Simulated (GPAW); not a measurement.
HfO2, 3 atoms in the cell. It takes space group Fm-3m (No. 225, cubic). Conventional cell: a = 5.115 Å, b = 5.115 Å, c = 5.115 Å, α = 90.00°, β = 90.00°, γ = 90.00°. Around Hf (site symmetry m-3m) lie 8 O at 2.21 Å. O (site symmetry -43m) has 4 Hf at 2.21 Å as nearest neighbours. Measurements of this composition are mostly on another form, of space group No. 14.

```yaml
Program: GPAW 26.7.0
Task: band structure
Functional: PBEsol
Potentials_or_basis: PAW data sets generated in the run's folder for this functional
Cutoff: 800 eV
Basis: pw
k_mesh: 9 × 9 × 9
Occupations: fermi-dirac, width 0.05 eV
Spin: no spin polarisation
Hubbard_terms: Hf d U = 3 eV
Maxiter: 150
Band_path: GXWKGLUWLK,UX
Band_points: 80
```

Potentials or basis: PAW data sets generated in the run's folder for this functional, pw.

The run is started by

```console
$ gpaw-setup -f PBEsol Hf O
$ OMP_NUM_THREADS=1 python run.py
```

Hardware: 1 thread of Arm Neoverse V1, with other jobs on the host.

Problem. Estimate the wall time of this run.

Solution. It took 75 s on 1 thread of Arm Neoverse V1 (shared host), peak memory 0.32 GiB. Counts: scf iterations 14, plane waves 1759, bands 24, k points 35.
